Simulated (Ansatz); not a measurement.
**CH₂OZn (SMILES O=[CH][ZnH]): functionals against CCSD(T) at one geometry**

One table from this session's results is given with a row withheld; the runs are named, their logs left out.

Computed with Ansatz 0.2.0, Gaussian basis. Level: single points in def2-TZVPP.

Cores are frozen in the correlated methods. The 3s and 3p shells of Cu and Zn are frozen; filled d shells are correlated.

### Starting geometry

SMILES `O=[CH][ZnH]`, 5 atoms, charge 0, spin multiplicity 1.

Atoms are counted from 1 here; the program's logs count them from 0.

Bond lengths: O1–C2 1.190 Å, C2–Zn3 1.997 Å, C2–H4 1.062 Å, Zn3–H5 1.521 Å. Angles: O1–C2–Zn3 98.7°, O1–C2–H4 111.5°, Zn3–C2–H4 149.6°, C2–Zn3–H5 139.8°.

As a file:

```csv
atom,x (Å),y (Å),z (Å)
O1,-0.12390,-0.91840,0.92150
C2,-0.68060,-0.47860,-0.03380
Zn3,0.61430,0.96920,-0.49830
H4,-1.55160,-1.03850,-0.26930
H5,1.89960,1.59040,0.02660
```

The first run:

Contents of run/in.yaml:

```yaml
crystal:
  periodic: [false, false, false]
  atoms:
    - {symbol: O, position_ang: [-0.123900, -0.918400, 0.921500]}
    - {symbol: C, position_ang: [-0.680600, -0.478600, -0.033800]}
    - {symbol: Zn, position_ang: [0.614300, 0.969200, -0.498300]}
    - {symbol: H, position_ang: [-1.551600, -1.038500, -0.269300]}
    - {symbol: H, position_ang: [1.899600, 1.590400, 0.026600]}
basis:
  gaussian: {orbitals: def2-TZVPP}
correlation: {method: ccsd_t, frozen_orbitals: {C: 1, H: 0, O: 1, Zn: 9}}
output: {forces: true}
```

No record of the launch command was kept for these runs.

Steps of the session up to this table: CCSD(T)/def2-TZVPP; PBE0-D4/def2-TZVPP; wB97M-V/def2-TZVPP; r2SCAN-D4/def2-TZVPP; PBE-D4/def2-TZVPP; wB97X-V/def2-TZVPP; CAM-B3LYP-D4/def2-TZVPP.

One table of the session follows, with a row left open; its other results are not shown here.

```
      method  RMS force component (eV/Å)  angle to CCSD(T) forces (°)  dipole (D)
     CCSD(T)                       1.304                    reference        2.74
     PBE0-D4                       0.962                         16.1        2.63
     wB97M-V                       1.034                          9.9        2.80
   r2SCAN-D4                       1.037                         12.6        2.38
      PBE-D4                       1.218                          9.3        2.21
     wB97X-V                       1.118                          9.3        2.87
CAM-B3LYP-D4                           ?                            ?           ?
```

Estimate the missing values for CAM-B3LYP-D4.

The run gave: RMS force component (eV/Å): 0.940; angle to CCSD(T) forces (°): 15.2; dipole (D): 2.79. In the column «RMS force component (eV/Å)» it is the lowest.
